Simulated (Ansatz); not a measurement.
# CH7NOSi2: up Jacob's ladder to CCSD(T)

One table from this session's results is given with a row withheld; the runs are named, their logs left out.

Computed with Ansatz 0.2.0, Gaussian basis. Level: functionals in def2-TZVPP, the program's frozen cores in correlated methods.

The runs, in order: PBE-D4, r2SCAN-D4, PBE0-D4, B3LYP-D4, ωB97X-V, ωB97M-V, B2PLYP; CCSD(T)/def2-TZVPP; MP2/def2-QZVPP; extrapolation to the limit.

## Structure used throughout

The geometry comes from an earlier relaxation with PBE0-D4 in a triple-zeta def2 set; it is a stationary point, not always the lowest conformer.

12 atoms, charge 0, spin multiplicity 1.

Atoms are counted from 1 here; the program's logs count them from 0.

Bond lengths: N1–C2 1.264 Å, N1–H6 1.015 Å, C2–O3 1.348 Å, C2–Si4 1.904 Å, O3–H7 0.970 Å, Si4–Si5 2.340 Å, Si4–H8 1.487 Å, Si4–H9 1.487 Å, Si5–H10 1.487 Å, Si5–H11 1.485 Å, Si5–H12 1.488 Å. Angles: C2–N1–H6 111.9°, N1–C2–O3 119.4°, N1–C2–Si4 128.2°, O3–C2–Si4 112.4°, C2–O3–H7 106.6°, C2–Si4–Si5 109.9°, C2–Si4–H8 109.1°, C2–Si4–H9 106.1°, Si5–Si4–H8 110.7°, Si5–Si4–H9 111.6°, H8–Si4–H9 109.3°, Si4–Si5–H10 109.6°, Si4–Si5–H11 110.0°, Si4–Si5–H12 109.8°, H10–Si5–H11 109.4°, H10–Si5–H12 108.9°, H11–Si5–H12 109.2°.

Coordinates:

```csv
atom,x (Å),y (Å),z (Å)
N1,-1.44953,0.13055,2.02017
C2,-0.41511,-0.17339,1.35961
O3,0.79914,-0.02188,1.92436
Si4,-0.30835,-0.82082,-0.42816
Si5,0.92486,0.67110,-1.74218
H6,-2.29904,-0.02840,1.48842
H7,0.64775,0.31631,2.82129
H8,0.32687,-2.16480,-0.42091
H9,-1.71104,-0.94291,-0.90688
H10,0.32761,2.02948,-1.64915
H11,2.33229,0.71870,-1.26969
H12,0.90154,0.23075,-3.16300
```

The first run:

Contents of in.yaml:

```yaml
crystal:
  periodic: [false, false, false]
  atoms:
    - {symbol: N, position_ang: [-1.449530, 0.130553, 2.020166]}
    - {symbol: C, position_ang: [-0.415105, -0.173393, 1.359611]}
    - {symbol: O, position_ang: [0.799140, -0.021880, 1.924363]}
    - {symbol: Si, position_ang: [-0.308353, -0.820818, -0.428158]}
    - {symbol: Si, position_ang: [0.924858, 0.671101, -1.742175]}
    - {symbol: H, position_ang: [-2.299037, -0.028405, 1.488423]}
    - {symbol: H, position_ang: [0.647751, 0.316309, 2.821287]}
    - {symbol: H, position_ang: [0.326871, -2.164799, -0.420909]}
    - {symbol: H, position_ang: [-1.711035, -0.942908, -0.906876]}
    - {symbol: H, position_ang: [0.327608, 2.029484, -1.649149]}
    - {symbol: H, position_ang: [2.332295, 0.718703, -1.269689]}
    - {symbol: H, position_ang: [0.901536, 0.230753, -3.162996]}
basis:
  gaussian: {orbitals: def2-TZVPP}
hamiltonian: {xc: pbe, dispersion: d4}
output: {forces: true, orbitals: {seedname: orbitals}}
```

Started as:

```sh
$ ansatz run in.yaml --threads 4 --pin off --events-out ev --progress --plain --max-ram 10444MiB
```

Among the steps run: PBE-D4 (GGA); r2SCAN-D4 (meta-GGA); PBE0-D4 (hybrid); B3LYP-D4 (hybrid); ωB97X-V (range-separated); ωB97M-V (range-separated); B2PLYP (double hybrid); CCSD(T) in def2-TZVPP; MP2 in def2-QZVPP.

One table of the session follows, with a row left open; its other results are not shown here.

It belongs to the step «Atomisation energies». 

```
            method  atomisation energy (eV)
            PBE-D4                   43.075
         r2SCAN-D4                   42.351
           PBE0-D4                        ?
          B3LYP-D4                   42.415
           ωB97X-V                   42.655
           ωB97M-V                   42.448
            B2PLYP                   41.797
     HF/def2-TZVPP                   29.609
    MP2/def2-TZVPP                   41.437
   CCSD/def2-TZVPP                   40.367
CCSD(T)/def2-TZVPP                   41.059
           MP2/CBS                   42.715
       CCSD(T)/CBS                   42.337
```

Estimate the missing values for PBE0-D4.

The run gave: atomisation energy (eV): 42.168. In the column «atomisation energy (eV)» it lies between B2PLYP (41.797) and CCSD(T)/CBS (42.337).
